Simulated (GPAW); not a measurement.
Crystal: SiF.

```
Si F
1.0
     3.02860    0.00000    0.00000
     0.00000    3.02860    0.00000
     0.00000    0.00000    3.02860
Si F
1 1
Direct
  0.50000 0.50000 0.50000
  0.00000 0.00000 0.00000
```

The cell was built by a generator and needn't be a form met in nature.

Base run:

| Property | Result |
| --- | --- |
| Program | GPAW 26.7.0 |
| Functional | PBEsol |
| Potentials or basis | PAW data sets generated in the run's folder for this functional |
| Cutoff | 800 eV |
| Basis | pw |
| k mesh | 9 × 9 × 9 |
| Occupations | fermi-dirac, width 0.05 eV |
| Spin | no spin polarisation |

Its results: pressure -4.6 GPa.

Q: The run is repeated on the same cell with these changes: functional from PBEsol to PW91. What comes out?

A: Pressure -0.7 GPa.

PW91 binds less tightly than PBEsol, so the same cell stands under more pressure.

Caveats: an odd number of electrons without spin polarisation forces a metal; a magnetic or distorted state may lie lower.
